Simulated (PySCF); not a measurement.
# RuO4: singlet, from a tetrahedral start

Aim: relax RuO4 as a singlet from a tetrahedral start, check by its vibrations whether the end is a minimum, and collect its spectrum and constants.

Computed with PySCF 2.14.0. Level: PBE, basis Ru def2-TZVP with ECP28, O def2-TZVP, scalar-relativistic core potentials, no spin–orbit coupling, density fitting.

### 1 The system as given

5 atoms, charge 0, spin multiplicity 1.

Bond lengths: Ru1–O2 1.710 Å, Ru1–O3 1.710 Å, Ru1–O4 1.710 Å, Ru1–O5 1.710 Å. Angles: O2–Ru1–O3 109.5°, O2–Ru1–O4 109.5°, O2–Ru1–O5 109.5°, O3–Ru1–O4 109.5°, O3–Ru1–O5 109.5°, O4–Ru1–O5 109.5°.

Coordinates in bohr (charge 0 multiplicity 1):
```
Ru    0.0000    0.0000    0.0000
O     1.8658    1.8655    1.8658
O    -1.8658    1.8655   -1.8658
O     1.8658   -1.8655   -1.8658
O    -1.8658   -1.8655    1.8658
```

### 2 Finding the electronic state

One driver script runs all steps and calls PySCF; scf.py shows how it sets up the SCF of each step. The optimiser is the driver's own. After this first run the driver tries any further starts and a stability analysis.

scf.py

```python
from pyscf import gto, scf, dft
mol = gto.M(atom='''
Ru     0.000000     0.000000     0.000000
O      0.987330     0.987200     0.987330
O     -0.987330     0.987200    -0.987330
O      0.987330    -0.987200    -0.987330
O     -0.987330    -0.987200     0.987330''',
    basis={'Ru': 'def2-TZVP', 'O': 'def2-TZVP'},
    ecp={'Ru': 'def2-TZVP'},
    charge=0, spin=0)
mf = dft.RKS(mol, xc='PBE')
mf.grids.atom_grid = (50, 194)
aux = {'Ru': 'def2-universal-JKFIT', 'O': 'def2-universal-JKFIT'}
mf = mf.density_fit(auxbasis=aux)
mf.conv_tol = 1e-08
mf.diis_space = 10
mf.max_cycle = 60
mf.init_guess = 'minao'
mf.verbose = 4
mf.kernel()
```

The run is started by

```
$ OMP_NUM_THREADS=4 python axn.py task.json out
```

Log:

```text
init E= -388.051637433028
  HOMO = -0.657103962123897  LUMO = -0.524748286611867  gap/eV = 3.60158
cycle= 1 E= -395.375782375237  delta_E= -7.32  |g|= 1.37  |ddm|= 4.51
  HOMO = -0.190680758431133  LUMO = -0.157664143956603  gap/eV = 0.89843
cycle= 2 E= -391.956736333923  delta_E= 3.42  |g|= 4.55  |ddm|= 2.64
  HOMO = -0.266635745290323  LUMO = -0.134231012044503  gap/eV = 3.60292
cycle= 3 E= -395.562074528549  delta_E= -3.61  |g|= 0.831  |ddm|= 2.49
  HOMO = -0.336761816589494  LUMO = -0.231163323821862  gap/eV = 2.87348
cycle= 4 E= -395.680783925567  delta_E= -0.119  |g|= 0.206  |ddm|= 0.554
  HOMO = -0.324508864748207  LUMO = -0.213970848806371  gap/eV = 3.00789
cycle= 5 E= -395.688448422356  delta_E= -0.00766  |g|= 0.00658  |ddm|= 0.0995
  HOMO = -0.32513097515302  LUMO = -0.214610359707744  gap/eV = 3.00742
cycle= 6 E= -395.688449494085  delta_E= -1.07e-06  |g|= 0.00596  |ddm|= 0.00591
  HOMO = -0.32514356746073  LUMO = -0.214565792244015  gap/eV = 3.00897
cycle= 7 E= -395.688454554538  delta_E= -5.06e-06  |g|= 0.00212  |ddm|= 0.00185
  HOMO = -0.325159670818213  LUMO = -0.214535290521145  gap/eV = 3.01024
cycle= 8 E= -395.688455277669  delta_E= -7.23e-07  |g|= 0.000177  |ddm|= 0.00071
  HOMO = -0.325163518943735  LUMO = -0.214535529787164  gap/eV = 3.01034
cycle= 9 E= -395.688455282601  delta_E= -4.93e-09  |g|= 6.12e-06  |ddm|= 6.42e-05
  HOMO = -0.325163690303512  LUMO = -0.21453477341604  gap/eV = 3.01037
Extra cycle  E= -395.688455282422  delta_E= 1.8e-10  |g|= 3.4e-05  |ddm|= 1.5e-05
converged SCF energy = -395.688455282422
```

This step, with its further starts and checks, needed 21 s of wall time on 4 threads of Arm Neoverse V1, shared host.

Energies from each starting density:

| start | energy (Eh) |
| --- | --- |
| the minimal-basis guess | -395.688455 |
| a thermally smeared density | -395.688455 |
| a smeared PBE density | -395.688455 |

The test of internal stability and the other starts found no lower closed-shell solution.

### 3 Relaxing the singlet from the tetrahedral start

The program finds Td symmetry in the start, which this walk keeps. Threshold on the gradient: 0.0003 Eh/bohr, with a further test on the energy change.

scf.py, as its differences from that of step 2:

```diff
@@ -4,4 +4,4 @@
-O      0.987330     0.987200     0.987330
-O     -0.987330     0.987200    -0.987330
-O      0.987330    -0.987200    -0.987330
-O     -0.987330    -0.987200     0.987330''',
+O      0.987287     0.987287     0.987287
+O     -0.987287     0.987287    -0.987287
+O      0.987287    -0.987287    -0.987287
+O     -0.987287    -0.987287     0.987287''',
@@ -18 +17,0 @@
-mf.init_guess = 'minao'
```

The optimiser's trace:

| step | energy (Eh) | change (kJ/mol) | largest symmetric gradient (Eh/bohr) |
| --- | --- | --- | --- |
| 0 | -395.688455 | 0.00 | 0.00860 |
| 1 | -395.689290 | -2.19 | 0.00249 |
| 2 | -395.689357 | -2.37 | 0.00012 |
| 3 | -395.689358 | -2.37 | 0.00000 |

The walk took 13 s.

It settles in Td symmetry, 2.4 kJ/mol below the start, after 3 steps: Ru–O 1.694 Å (×4); O–Ru–O 109.5° (×6).

### 4 Frequencies

The point is checked on the finer grid, and tightened if its gradient asks for it. The Hessian and the dipole derivatives come from central differences of analytic gradients, with steps of 0.02 bohr.

scf.py, as its differences from that of step 3:

```diff
@@ -3,5 +3,5 @@
-Ru     0.000000     0.000000     0.000000
-O      0.987287     0.987287     0.987287
-O     -0.987287     0.987287    -0.987287
-O      0.987287    -0.987287    -0.987287
-O     -0.987287    -0.987287     0.987287''',
+Ru    -0.000000     0.000000    -0.000000
+O      0.978204     0.978204     0.978204
+O     -0.978204     0.978204    -0.978204
+O      0.978204    -0.978204    -0.978204
+O     -0.978204    -0.978204     0.978204''',
@@ -12 +12 @@
-mf.grids.atom_grid = (50, 194)
+mf.grids.atom_grid = (75, 302)
@@ -15 +15 @@
-mf.conv_tol = 1e-08
+mf.conv_tol = 1e-10
```

The driver hands on the density of the step before, so the log starts near convergence.

SCF at the final geometry:

```text
init E= -395.68941693598
  HOMO = -0.325582996661686  LUMO = -0.209917519144649  gap/eV = 3.14742
cycle= 1 E= -395.689416935983  delta_E= -2.73e-12  |g|= 1.03e-06  |ddm|= 4.44e-07
  HOMO = -0.325582939953592  LUMO = -0.209917621638958  gap/eV = 3.14741
Extra cycle  E= -395.689416935977  delta_E= 5.57e-12  |g|= 5.52e-06  |ddm|= 2.44e-06
converged SCF energy = -395.689416935977
```

The whole step took 31 s.

Geometry: Td; Ru–O 1.694 Å (×4); O–Ru–O 109.5° (×6).

Harmonic modes (main isotopes):

| symmetry | ω (cm⁻¹) | IR (km/mol) | μ (u) |
| --- | --- | --- | --- |
| e | 328 | 0.0 | 15.99 |
| t2 | 353 | 11.9 | 19.23 |
| a1 | 934 | 0.0 | 15.99 |
| t2 | 958 | 314 | 18.97 |

Every mode is real; the point is a minimum.

Properties at this point:

- Dipole moment: 0.00 D
- Highest occupied level: -8.86 eV
- Lowest empty level: -5.71 eV
- Rotational constants: 0.1377, 0.1377, 0.1377 cm⁻¹
- Zero-point energy: 33.0 kJ/mol
- Principal polarisabilities: 47.6, 47.6, 47.6 bohr³
- Atomisation energy without zero-point energy: 2188 kJ/mol
- Principal traceless quadrupole moments about the centre of mass: 0.00, 0.00, 0.00 D Å
- Entropy at 298.15 K and 1 bar: 287.4 J/(mol K)
- Heat capacity Cp at 298.15 K: 73.8 J/(mol K)
- Enthalpy at 298.15 K above 0 K: 15.23 kJ/mol
- Rotational symmetry number: 12

Populations by atom (charges in e):

```csv
atom,Mulliken,Löwdin,polar tensor,Mayer order to Ru1
Ru1,1.64,0.84,1.72,–
"O2,3,4,5",-0.41,-0.21,-0.43,1.53
```

Mulliken populations on Ru1 (outside its core potential): s 2.26, p 6.42, d 5.62, f 0.06.

### 5 Stability of the closed shell

At the lowest minimum the closed shell is tested against spin polarisation, on the (50, 194) grid. It is stable.

### 6 What came out

```
                                 quantity                                  value
                                  minimum                            singlet, Td
                                 geometry  Ru–O 1.694 Å (×4); O–Ru–O 109.5° (×6)
                       wavenumbers (cm⁻¹)  328 (e), 353 (t2), 934 (a1), 958 (t2)
                            dipole moment                                 0.00 D
     highest occupied, lowest empty level                        -8.86, -5.71 eV
               polar-tensor charge of Ru1                                +1.72 e
                        zero-point energy                            33.0 kJ/mol
                      entropy at 298.15 K                        287.4 J/(mol K)
atomisation energy (no zero-point energy)                            2188 kJ/mol
```

In words: The molecule stays Td, as typed, and the end point is a minimum. In the infrared the band at 958 cm⁻¹ (t2, stretch) leads. Ru1 has a polar-tensor charge of +1.7 e (a dipole derivative, not a static charge), yet symmetry cancels the bond dipoles. Other starts or spin states, not run here, may lie lower.

The search up to here needed 67 s of wall time on 4 threads of Arm Neoverse V1, shared host.
